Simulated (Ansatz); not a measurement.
# C2H4AlFO: how energies converge with the basis set

One table from this session's results is given with a row withheld; the runs are named, their logs left out.

The runs use Ansatz 0.2.0, Gaussian basis; one geometry, several basis sets.

The runs, in order: PBE0-D4/def2-SVP; ωB97M-V/def2-SVP; PBE0-D4/def2-QZVPP; ωB97M-V/def2-QZVPP; the functionals' def2-TZVPP values are taken from earlier runs.

**The relaxed structure**

All runs share one geometry, relaxed beforehand with PBE0-D4 in a triple-zeta def2 set.

SMILES `[OH][AlH]/[CH]=C/F`, 9 atoms, charge 0, spin multiplicity 1.

Atoms are counted from 1 here; the program's logs count them from 0.

Bond lengths: O1–Al2 1.699 Å, O1–H6 0.955 Å, Al2–C3 1.922 Å, Al2–H7 1.582 Å, C3–C4 1.325 Å, C3–H8 1.088 Å, C4–F5 1.339 Å, C4–H9 1.086 Å. Angles: Al2–O1–H6 123.8°, O1–Al2–C3 114.3°, O1–Al2–H7 121.0°, C3–Al2–H7 124.8°, Al2–C3–C4 118.8°, Al2–C3–H8 124.6°, C4–C3–H8 116.6°, C3–C4–F5 123.2°, C3–C4–H9 125.9°, F5–C4–H9 110.9°.

Set-up of the first run:

The input, in.yaml:

```yaml
crystal:
  periodic: [false, false, false]
  atoms:
    - {symbol: O, position_ang: [-0.560690, 1.920376, -0.059526]}
    - {symbol: Al, position_ang: [0.308463, 0.761649, -0.946900]}
    - {symbol: C, position_ang: [0.380334, -0.973178, -0.123787]}
    - {symbol: C, position_ang: [-0.224995, -1.152955, 1.041382]}
    - {symbol: F, position_ang: [-0.229922, -2.323123, 1.691709]}
    - {symbol: H, position_ang: [-0.681341, 2.824680, -0.342034]}
    - {symbol: H, position_ang: [0.982804, 1.132735, -2.329135]}
    - {symbol: H, position_ang: [0.889077, -1.837452, -0.546118]}
    - {symbol: H, position_ang: [-0.775130, -0.398933, 1.597311]}
basis:
  gaussian: {orbitals: def2-SVP}
hamiltonian: {xc: pbe0, dispersion: d4}
output: {orbitals: {seedname: orbitals}}
```

On the command line:

```
ansatz run in.yaml --threads 2 --pin off --events-out ev --progress --plain --max-ram 4352MiB
```

Steps of the session up to this table: PBE0-D4 in def2-SVP; ωB97M-V in def2-SVP; PBE0-D4 in def2-QZVPP; ωB97M-V in def2-QZVPP.

One of the session's tables, all rows but one given; the rest of the session is left out.

```
functional       basis  HOMO (eV)
   PBE0-D4    def2-SVP      -7.68
   PBE0-D4  def2-TZVPP      -7.81
   PBE0-D4  def2-QZVPP      -7.84
   ωB97M-V    def2-SVP          ?
   ωB97M-V  def2-TZVPP     -10.04
   ωB97M-V  def2-QZVPP     -10.08
```

Estimate the missing values for ωB97M-V, def2-SVP.

The run gave: HOMO (eV): -9.89. In the column «HOMO (eV)» it lies between ωB97M-V, def2-TZVPP (-10.04) and PBE0-D4, def2-QZVPP (-7.84).
